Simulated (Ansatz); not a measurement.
Runs of Ansatz 0.2.0 on Li2RuN2. The structure is trigonal, space group P-3m1 (No. 164). The conventional cell has a = 3.164 Å, b = 3.164 Å, c = 5.211 Å, α = 90.00°, β = 90.00°, γ = 120.00°. Ru (site symmetry -3m) has 6 N at 2.14 Å as nearest neighbours. N (site symmetry 3m) has 4 Li at 1.98 to 2.22 Å and 3 Ru at 2.14 Å as nearest neighbours. Around Li (site symmetry 3m) lie 4 N at 1.98 to 2.22 Å. The cell comes from a database or a generator and needn't be the stable form of this composition.

| level | U | hubbard projectors | double counting | gap on the mesh (eV) | pressure (GPa) | largest force (eV/Å) |
| --- | --- | --- | --- | --- | --- | --- |
| PBE+U | Ru d U = 1 eV | ortho-atomic (the default) | fll (the default) | none | -2.8 | 0.15 |
| PBE+U | Ru d U = 2 eV | ortho-atomic (the default) | fll (the default) | none | -2.7 | 0.14 |
| PBE | - | - | - | none | -2.7 | 0.15 |
| PBE+U | Ru d U = 4 eV | ortho-atomic (the default) | fll (the default) | none | -2.2 | (b) |
| PBE+U | Ru d U = 8 eV | ortho-atomic (the default) | fll (the default) | none | (a) | 0.30 |

Alike in all rows: task projected density of states; potentials or basis Ansatz PAW; no spin polarisation; cell as given; k mesh 10 × 10 × 5; cutoff (eV) 420; smearing fermi-dirac 0.05 eV.

**Question.** Fill in the values left out.

**Answer.** (a) 2.0; (b) 0.20.

Caveats: the density of states is complete only up to the lowest level of the last band computed; U without spin polarisation on a metal has little footing (some runs).

A k mesh can miss the band edges, and the runs leave out spin-orbit coupling on Ru.

A gap of «none» marks a metal or a gap under the smearing width.

Not every run made on this cell is shown here.
